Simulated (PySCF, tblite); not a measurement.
# C4H4F3N+ (doublet): geometry, infrared bands and EPR parameters

Wanted: the infrared bands and EPR parameters of C4H4F3N+ (doublet) (`[H]/N=C(/[C]([CH2+])F)C(F)F`), by calculation.

Programs: tblite 0.8.0 and PySCF 2.14.0, with density-fitted response routines of our own. Each step states its level of theory. These are calculated values for one molecule in the gas phase, unless marked as measured. Atoms count from 0, in the outputs and in this text.

**1. Starting geometry**

12 atoms, charge 1, multiplicity 2; geometry from: force field or distance geometry start.

Bonds of the start (Å): C0–C1 1.44, C1–F2 1.35, C1–C3 1.48, C3–N4 1.30, C3–C5 1.53, C5–F6 1.36, C5–F7 1.36, C0–H8 1.08, C0–H9 1.09, N4–H10 1.03, C5–H11 1.09.

**2. Relaxing the molecule with GFN2-xTB**

Job settings and geometry (Å):

```
{"job": {"kind": "relax", "xc": "GFN2-xTB", "basis": "xTB"}, "charge": 1, "multiplicity": 2}
C      2.233300     0.275200     0.319000
C      0.986600    -0.347600    -0.034600
F      1.018700    -1.643200    -0.417200
C     -0.335000     0.312500    -0.005800
N     -0.468400     1.567000     0.304000
C     -1.533800    -0.575900    -0.328300
F     -1.751800    -1.505200     0.635300
F     -2.667100     0.168400    -0.402800
H      3.150300    -0.290300     0.274200
H      2.225300     1.312100     0.643600
H     -1.472500     1.813900     0.266800
H     -1.384300    -1.087600    -1.280200
```

Command:

```sh
OMP_NUM_THREADS=1 python probes_run.py task.json out
```

The driver reads the jobs from task.json and runs them one after another.

The program printed:

```text
step      E/eV     max force
  0    -737.39103    3.888
  1    -737.76256    2.901
  2    -737.84990    1.489
  3    -737.89974    0.715
  4    -737.92214    0.550
  5    -737.93929    0.499
  6    -737.96998    0.537
  7    -737.98069    0.325
  8    -737.99137    0.283
  9    -738.00429    0.367
 10    -738.01930    0.363
 11    -738.02915    0.246
 12    -738.03376    0.159
 13    -738.03650    0.142
 14    -738.03886    0.121
 15    -738.04054    0.105
 16    -738.04155    0.068
 17    -738.04216    0.077
 18    -738.04264    0.071
 19    -738.04307    0.068
 20    -738.04341    0.055
 21    -738.04365    0.039
 22    -738.04383    0.038
 23    -738.04398    0.037
 24    -738.04413    0.028
 25    -738.04427    0.033
 26    -738.04440    0.031
 27    -738.04451    0.032
 28    -738.04463    0.033
 29    -738.04474    0.037
 30    -738.04485    0.037
 31    -738.04496    0.033
 32    -738.04512    0.051
 33    -738.04532    0.058
 34    -738.04553    0.043
 35    -738.04571    0.037
 36    -738.04586    0.032
 37    -738.04601    0.036
 38    -738.04614    0.037
 39    -738.04622    0.026
 40    -738.04628    0.020
 41    -738.04635    0.023
 42    -738.04645    0.032
 43    -738.04657    0.033
 44    -738.04668    0.026
 45    -738.04681    0.034
 46    -738.04697    0.038
 47    -738.04716    0.038
 48    -738.04731    0.033
 49    -738.04740    0.023
 50    -738.04747    0.023
 51    -738.04755    0.022
 52    -738.04763    0.022
 53    -738.04769    0.022
 54    -738.04772    0.019
 55    -738.04774    0.016
 56    -738.04776    0.009
```

It took 0.3 s on 1 thread of Arm Neoverse V1, shared host; peak memory 0.18 GiB.

Relaxation path: (not every step is listed)

| step | energy from step 0 (eV) | largest force (eV/Å) |
| --- | --- | --- |
| 0 | 0.0000 | 3.8876 |
| 1 | -0.3715 | 2.9009 |
| 2 | -0.4589 | 1.4891 |
| 3 | -0.5087 | 0.7154 |
| 4 | -0.5311 | 0.5498 |
| 5 | -0.5483 | 0.4994 |
| 6 | -0.5789 | 0.5366 |
| 7 | -0.5897 | 0.3254 |
| 8 | -0.6003 | 0.2830 |
| 12 | -0.6427 | 0.1594 |
| 16 | -0.6505 | 0.0677 |
| 20 | -0.6524 | 0.0549 |
| 24 | -0.6531 | 0.0285 |
| 28 | -0.6536 | 0.0327 |
| 32 | -0.6541 | 0.0515 |
| 36 | -0.6548 | 0.0315 |
| 40 | -0.6553 | 0.0195 |
| 44 | -0.6557 | 0.0257 |
| 48 | -0.6563 | 0.0327 |
| 51 | -0.6565 | 0.0223 |
| 52 | -0.6566 | 0.0222 |
| 53 | -0.6567 | 0.0219 |
| 54 | -0.6567 | 0.0192 |
| 55 | -0.6567 | 0.0156 |
| 56 | -0.6567 | 0.0086 |

Distances of close pairs at the start and the end, largest changes first:

| bond | before (Å) | after (Å) | change (Å) |
| --- | --- | --- | --- |
| C0–C1 | 1.438 | 1.332 | -0.105 |
| C3–C5 | 1.527 | 1.611 | +0.085 |
| C3–N4 | 1.299 | 1.222 | -0.077 |
| C5–F7 | 1.358 | 1.319 | -0.038 |
| C5–F6 | 1.356 | 1.320 | -0.036 |
| N4–H10 | 1.035 | 1.011 | -0.024 |
| C1–F2 | 1.351 | 1.328 | -0.023 |
| C5–H11 | 1.091 | 1.107 | +0.016 |

The final coordinates are the input of the step that follows.

**3. Vibrational analysis with GFN2-xTB**

Job settings and geometry (Å):

```
{"job": {"kind": "ir", "xc": "GFN2-xTB", "basis": "xTB"}, "charge": 1, "multiplicity": 2}
C      2.122584     0.238794     0.344307
C      0.984968    -0.311602    -0.077562
F      0.942053    -1.539591    -0.582315
C     -0.321277     0.363694    -0.028497
N     -0.518238     1.538988     0.242513
C     -1.527502    -0.664130    -0.320796
F     -1.630964    -1.456883     0.730057
F     -2.648804     0.016426    -0.463802
H      3.045298    -0.319222     0.249268
H      2.160430     1.229423     0.763022
H     -1.322661     2.140923     0.353507
H     -1.284688    -1.237508    -1.235730
```

The program printed:

```text
mode    cm-1     km/mol
  1      35.1      0.87
  2      51.4     10.09
  3     161.6      1.97
  4     231.9      7.27
  5     293.0      8.81
  6     325.1      2.14
  7     393.1      1.91
  8     468.4     11.53
  9     495.6      5.22
 10     543.1     22.52
 11     578.1     49.90
 12     647.5      7.91
 13     663.3     97.29
 14     690.6    100.42
 15     734.1    193.45
 16     884.5     70.48
 17     905.2     29.98
 18     910.4     29.65
 19    1097.2    181.92
 20    1116.5     72.75
 21    1136.0    118.56
 22    1184.3    115.45
 23    1204.0     41.59
 24    1287.9     37.11
 25    1572.4    128.18
 26    1810.4     30.02
 27    2821.0     73.94
 28    3056.2    180.43
 29    3140.3     21.27
 30    3386.0    354.26
```

It took 0.31 s on 1 thread of Arm Neoverse V1, shared host; peak memory 0.18 GiB.

Which atoms move in the most intense modes:

| cm⁻¹ | km/mol | atoms |
| --- | --- | --- |
| 691 | 100.4 | H10 39 %, C5 22 %, N4 12 % |
| 734 | 193.4 | H10 32 %, C5 31 %, C3 16 %, N4 13 % |
| 1097 | 181.9 | C5 48 %, H11 20 %, F6 17 % |
| 1136 | 118.6 | C5 38 %, F7 30 %, H11 29 % |
| 1184 | 115.5 | C1 51 %, F2 12 %, H11 11 % |
| 1572 | 128.2 | C1 53 %, C0 38 % |
| 3056 | 180.4 | H8 87 % |
| 3386 | 354.3 | H10 92 % |

**4. EPR parameters: B3LYP/pcH-1**

The job, as its differences from that of step 3:

```diff
@@ -1,2 +1,2 @@
-{"job": {"kind": "ir", "xc": "GFN2-xTB", "basis": "xTB"}, "charge": 1, "multiplicity": 2}
+{"job": {"kind": "epr", "basis": "pcH-1"}, "charge": 1, "multiplicity": 2}
 C      2.122584     0.238794     0.344307
```

Method: UKS B3LYP, pcH-1 on C F H N, non-relativistic, mean-field spin-orbit, GIAO.

The program printed:

```text
UKS, coarse grid
  cycle   1  E = -508.54559896  |g| = 6.82e-01
  cycle   2  E = -507.99952844  |g| = 1.35e+00
  cycle   3  E = -508.67461151  |g| = 3.20e-01
  cycle   4  E = -508.71812853  |g| = 1.08e-01
  cycle   5  E = -508.72074452  |g| = 9.32e-02
  cycle   6  E = -508.72424031  |g| = 1.14e-02
  cycle   7  E = -508.72433085  |g| = 1.07e-02
  cycle   8  E = -508.72438590  |g| = 4.40e-03
  cycle   9  E = -508.72440213  |g| = 2.14e-03
  cycle  10  E = -508.72440520  |g| = 1.06e-03
  cycle  11  E = -508.72440615  |g| = 4.06e-04
UKS, final grid
  cycle   1  E = -508.72432780  |g| = 5.26e-04
  cycle   2  E = -508.72432781  |g| = 9.49e-04
  cycle   3  E = -508.72432818  |g| = 1.91e-04
  cycle   4  E = -508.72432825  |g| = 1.35e-04
  cycle   5  E = -508.72432845  |g| = 1.08e-04
  cycle   6  E = -508.72432864  |g| = 9.15e-05
  cycle   7  E = -508.72432870  |g| = 6.96e-05
  cycle   8  E = -508.72432882  |g| = 6.28e-05
  cycle   9  E = -508.72432890  |g| = 3.52e-05
  cycle  10  E = -508.72432892  |g| = 1.65e-05
  cycle  11  E = -508.72432892  |g| = 1.31e-05
E = -508.72432892 Eh   <S^2> = 0.7594 (exact 0.7500)
g shifts (ppm)      1          2          3
  rmc          -252       -252       -252
  gc             11         25         36
  oz_so        -338       4174       6589
  total        -579       3947       6373
hyperfine (MHz)  atom isotope    a_iso     a_fc   dipolar eigenvalues
    0   13C      -2.30      -2.30     -9.16      1.67      7.49
    1   13C      47.86      47.86     -9.63     -5.80     15.44
    2   19F      14.87      14.87    -41.52    -22.01     63.53
    3   13C     -62.47     -62.47    -20.12     -2.79     22.91
    4   14N      90.61      90.61    -35.19    -25.94     61.14
    5   13C      44.48      44.48    -20.47    -19.29     39.75
    6   19F      41.88      41.88   -121.25   -115.33    236.57
    7   19F      12.37      12.37    -48.29    -45.38     93.67
    8    1H       6.30       6.30     -2.22      0.30      1.92
    9    1H       1.53       1.53     -4.55     -3.31      7.86
   10    1H      54.10      54.10    -35.61    -15.07     50.68
   11    1H      80.82      80.82     -7.96     -3.91     11.87
```

It took 55 s on 1 thread of Arm Neoverse V1, shared host; peak memory 0.85 GiB.

Principal g values 2.00174, 2.00627, 2.00869; g(iso) = 2.00557, against 2.00232 for a free electron.

Hyperfine couplings; where a row names several nuclei, a(iso) is their mean (it holds for fast rotation or exchange) and the dipolar term the largest among them:

| nuclei | isotope | a(iso) (MHz) | a(iso) (G, at g = 2.0023) | largest dipolar term (MHz) |
| --- | --- | --- | --- | --- |
| N4 | 14N | 90.6 | 32.3 | 61.1 |
| H11 | 1H | 80.8 | 28.8 | 11.9 |
| C3 | 13C | -62.5 | -22.3 | 22.9 |
| H10 | 1H | 54.1 | 19.3 | 50.7 |
| C1 | 13C | 47.9 | 17.1 | 15.4 |
| C5 | 13C | 44.5 | 15.9 | 39.8 |
| F6, F7 | 19F | 27.1 | 9.7 | 236.6 |
| F2 | 19F | 14.9 | 5.3 | 63.5 |
| H8, H9 | 1H | 3.9 | 1.4 | 7.9 |
| C0 | 13C | -2.3 | -0.8 | -9.2 |

Mulliken spin populations:

| atom | value (e) |
| --- | --- |
| C0 | -0.03 |
| C1 | 0.09 |
| F2 | 0.01 |
| C3 | -0.08 |
| N4 | 0.75 |
| C5 | 0.14 |
| F6 | 0.05 |
| F7 | 0.02 |
| H8 | 0.00 |
| H9 | 0.00 |
| H10 | 0.01 |
| H11 | 0.03 |

In first order the couplings over 0.8 MHz of 14N, 1H, 19F give 216 distinct lines over 140.3 G, if the averaged nuclei exchange fast; the same motion can average rows kept apart here too.

The fields below are evaluated on a grid from the run's orbitals.

ELF in a plane through or near 10 of the atoms.

Ten even steps from '0' (0.00) to '9' (1.00):
```
0000000000000000000000000000
0000000000000000000000000000
0000000000000000000000000000
0000000000000000000000000000
0000000000222100000000000000
0000000003788740000000000000
0000035003884860244100000000
0001799910477610688400000000
0004999964423302533323200000
0002799915722968833778610000
0000146513747764865758610000
0000016998201556301787300000
0000018999103746410353100000
0000017994017836982000000000
0000001540017889998000000000
0000000000002348997000000000
0000000000000003661000000000
0000000000000000000000000000
0000000000000000000000000000
0000000000000000000000000000
```
The map spans 11.2 Å across and 9.8 Å up, centred on the molecule. Atoms in the plane (x, y in Å): C0 (-2.2, 0.0), C1 (-0.9, 0.4), F2 (-0.7, 1.7), C3 (0.3, -0.4), N4 (0.3, -1.6), C5 (1.6, 0.5), F7 (2.7, -0.2), H8 (-3.0, 0.6), H9 (-2.4, -1.1), H10 (1.1, -2.3).

log10 of the density (e/Å³) in the same plane.

Values, 10 rows by 14 columns:
```
-4.0 -4.0 -4.0 -4.0 -4.0 -4.0 -4.0 -4.0 -4.0 -4.0 -4.0 -4.0 -4.0 -4.0
-4.0 -4.0 -4.0 -4.0 -4.0 -4.0 -3.9 -4.0 -4.0 -4.0 -4.0 -4.0 -4.0 -4.0
-4.0 -4.0 -4.0 -4.0 -2.8 -1.4 -1.0 -1.8 -2.8 -2.8 -3.4 -4.0 -4.0 -4.0
-4.0 -4.0 -2.8 -1.9 -1.6  0.1  1.4 -0.5 -1.1 -0.9 -1.9 -3.3 -4.0 -4.0
-4.0 -3.2 -1.6  0.0 -0.3  0.0  0.2 -0.7  0.0  0.4 -0.6 -1.5 -2.9 -4.0
-4.0 -3.2 -1.9 -0.5  0.9  0.1  0.0  1.5  0.0  0.0  2.3 -0.5 -2.2 -4.0
-4.0 -3.9 -2.6 -1.1 -0.1 -1.1 -0.6  0.6 -0.3 -1.2 -0.7 -1.6 -3.1 -4.0
-4.0 -4.0 -3.7 -2.5 -2.0 -2.0 -1.0  0.1  0.2 -1.2 -2.9 -4.0 -4.0 -4.0
-4.0 -4.0 -4.0 -4.0 -4.0 -3.4 -2.5 -1.9 -1.7 -2.4 -4.0 -4.0 -4.0 -4.0
-4.0 -4.0 -4.0 -4.0 -4.0 -4.0 -4.0 -4.0 -4.0 -4.0 -4.0 -4.0 -4.0 -4.0
```
The map spans 11.2 Å across and 9.8 Å up, centred on the molecule. Atoms in the plane (x, y in Å): C0 (-2.2, 0.0), C1 (-0.9, 0.4), F2 (-0.7, 1.7), C3 (0.3, -0.4), N4 (0.3, -1.6), C5 (1.6, 0.5), F7 (2.7, -0.2), H8 (-3.0, 0.6), H9 (-2.4, -1.1), H10 (1.1, -2.3).

On the surface of density 0.002 e/bohr³ the electrostatic potential runs, from the 1st to the 99th percentile, from 3.30 V near F6 to 7.40 V near H10.

The spin density lies nearest to N4 54 %; C5 11 %; C3 8 % (both signs); C1 6 %.

**5. What came out**

| quantity | value |
| --- | --- |
| strongest single infrared mode (GFN2-xTB) | 3386 cm⁻¹, 354 km/mol |
| zero-point energy (GFN2-xTB) | 45.5 kcal/mol |
| g(iso) (B3LYP) | 2.00557 |
| ⟨S²⟩ | 0.759 (exact 0.75) |
| largest a(iso) (averaged by class) | 14N on N4, 90.6 MHz |

In words: Over 56 steps the energy fell by 0.657 eV; of the close pairs, C0–C1 changed most, 1.438 to 1.332 Å. No mode is imaginary among the 30: a minimum at this level. The strongest single mode, at 3386 cm⁻¹, moves mainly H10. GFN2-xTB is a fitted tight-binding method: band positions and strengths are rough. Its intensities can rank the bands wrongly. N4 carries the largest spin population, 0.75 e. The isotropic g lies 3.2 ppt above the free-electron value.
